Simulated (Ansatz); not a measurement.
ScAu3, space group Fm-3m: a check of PAW against all-electron LAPW, run with Ansatz 0.2.0, Python API.

The script, `paw_lapw.py`:
```python
"""PAW against all-electron LAPW for ScAu3."""

import ansatz as az
import numpy as np


def count_gap(report):
    # lowest empty less highest filled band, counting bands; zero where they overlap
    return max(report.get("gap_by_band_count_ev") or 0.0, 0.0)


def main() -> None:
    scau3 = (
        az.Lattice.fcc(6.628981)
        .space_group(225)
        .atom("Sc", (0.0, 0.0, 0.0))
        .atom("Au", (0.25, 0.75, 0.75))
        .atom("Au", (0.5, 0.0, 0.0))
        .primitive()
    )

    job = (
        scau3.calculation()
        .occupations("cold", width=0.15)
        .kpoints(6)
        .functional("PBEsol")
        .stress()
        .forces()
        .band_table()
    )
    variants = {
        "PAW": job.pseudopotentials("paw"),
        "LAPW": job.pseudopotentials("all_electron", lapw=True),
    }
    # totals differ by the cores that each treatment holds, so compare what does not depend on them
    rows = []
    for label, variant in variants.items():
        summary = variant.run(threads=1, pin="off").report
        levels = np.array(summary["eigenvalues_ev"][0]) - summary["fermi_energy_ev"]
        print(label, "levels at the first k-point near E_F:", np.round(levels[np.abs(levels) < 5], 3))
        rows.append((label, summary["n_electrons"], np.trace(summary["stress_gpa"]) / 3, count_gap(summary)))
    print("     treatment  electrons in bands           P GPa  gap by band count eV")
    for row in rows:
        print(f"{str(row[0]):>14s}  {row[1]:18.1f}  {row[2]:14.3f}  {row[3]:20.3f}")


if __name__ == "__main__":
    main()
```

How well do the two treatments of the cores agree on the pressure?

PAW gives -4.102 GPa and LAPW -4.112 GPa, 0.010 GPa apart. They took 1.8 and 39.2 s of processor time.

The output:

```console
$ python paw_lapw.py
DeckWarning: basis.ecutwfc = 420 eV, auto-derived from the records' recommended cutoffs: set by Sc (normal level)
PAW levels at the first k-point near E_F: [-3.499 -3.499 -3.499 -3.024 -3.024 -2.975 -2.975  1.119  1.119  1.119
  2.159  2.409  2.409  4.719]
LAPW levels at the first k-point near E_F: [-3.498 -3.498 -3.498 -3.023 -3.023 -2.974 -2.974  1.119  1.119  1.119
  2.156  2.409  2.409  4.717]
     treatment  electrons in bands           P GPa  gap by band count eV
           PAW                68.0          -4.102                 0.000
          LAPW               140.0          -4.112                 0.000
```
(Warnings from the package without file and line.)

Caveats:
- The computed bands are complete only to about 2.7 eV above the Fermi level.
- For a metal this k-point mesh is coarse: on a finer one energies can move by several to tens of meV an atom and pressures by half a GPa or more, differences at one mesh by less.
- A gap by band count of zero or less means overlapping bands, a metal.
- The structure comes from a database of computed cells and needn't be a stable or known phase.
- Levels are Kohn-Sham eigenvalues on this mesh, without spin-orbit coupling.
- Pressure is positive in compression; the treatments may keep other shells as core, so totals and counts of electrons can differ.
- Run time: 61 s on 1 thread of Intel(R) Xeon(R) Processor @ 2.30GHz, on a shared host, peak memory 0.84 GiB.
